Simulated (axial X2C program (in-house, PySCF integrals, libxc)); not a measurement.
**ZrSH: Ω levels from open-shell CI on d2 s1 p(π)0**

Aim: the spin–orbit levels of ZrSH that arise from the configuration d2 s1 p(π)0 of Zr, and how they move with the bond.

Method: two-component X2C, average-of-configuration Hartree–Fock and CI in the open shells; program: an in-house X2C program for linear molecules on PySCF integrals.

All values are calculated.

## 1. Input

Contents of task.json:

```json
{"zs": [40, 16, 1], "q": 0, "bas": ["dyall-v3z", "dyall-av3z", "dyall-v3z"], "r0": 2.57, "metal": 0, "shells": [[2, [0, 1, 2], 2], [0, [0], 1], [1, [1], 0]], "fix": 0, "emax": 3.2, "nroots": 4, "r2": 1.34}
```

Keys: zs atomic numbers; q charge; bas basis sets; r0 starting distance in Å; metal index of the metal atom; shells open shells as [l, |m| values, electrons]; fix electron count of the first shell held; emax energy window in eV; nroots roots for each Ω; r2 second bond in Å, held.

Command:

```sh
$ python soci.py task.json out
```

Two-component X2C with atomic mean-field Coulomb and Gaunt terms, basis Zr dyall-v3z, S dyall-av3z, H dyall-v3z (cores contracted in-house). Orbitals come from Hartree–Fock averaged over the configuration Zr d2 s1 p(π)0; CI then distributes these electrons over the d, s, p(π) shells of Zr.

## 2. CI at Zr–S–H held linear, bonds 2.487 and 1.340 Å (the second held)

What does the calculation give? Wanted: lowest level of the model; next level; lowest curve, Re and ωe.

**Answer**, as computed:

| quantity | value |
| --- | --- |
| lowest level of the model | Ω = 3/2, g∥ = 0.67, 98% d2 s1 |
| next level | Ω = 1/2, 182 cm⁻¹ higher |
| lowest curve, Re and ωe | 2.472 Å, 309.3 cm⁻¹ |

In the lowest level ⟨Sz⟩ = -1.16 and ⟨Lz⟩ = 2.66; its leading determinant has weight 0.52 among 82. From 2.487 to 2.798 Å the gap from the lowest to the fifth level goes from 588 to 786 cm⁻¹. Without dynamic correlation distances can be off by several hundredths of an Å, and the wavenumbers are rough. Dynamic correlation is missing, so gaps between terms are too wide and other configurations may lie lower; the lowest level listed is that of this model, not necessarily the ground state. For d shells the ligand-field splittings (σ, π, δ) and their order can be off by a thousand cm⁻¹ or more. At most 4 roots were kept for each Ω > 0 (twice that for Ω = 0) within 3.2 eV of the lowest, so higher up levels can be missing between those listed; levels with Ω > 0 are doubly degenerate and listed once, Ω = 0 levels singly. Some active spinors are only partly of the character that their shell is named for, so the shell names and counts are nominal. States that fill the shells left empty in the average are placed too high. The molecule was held linear; bending was not examined. Hydrosulfides and their kin are strongly bent in nature, so this linear model does not describe the real molecule.
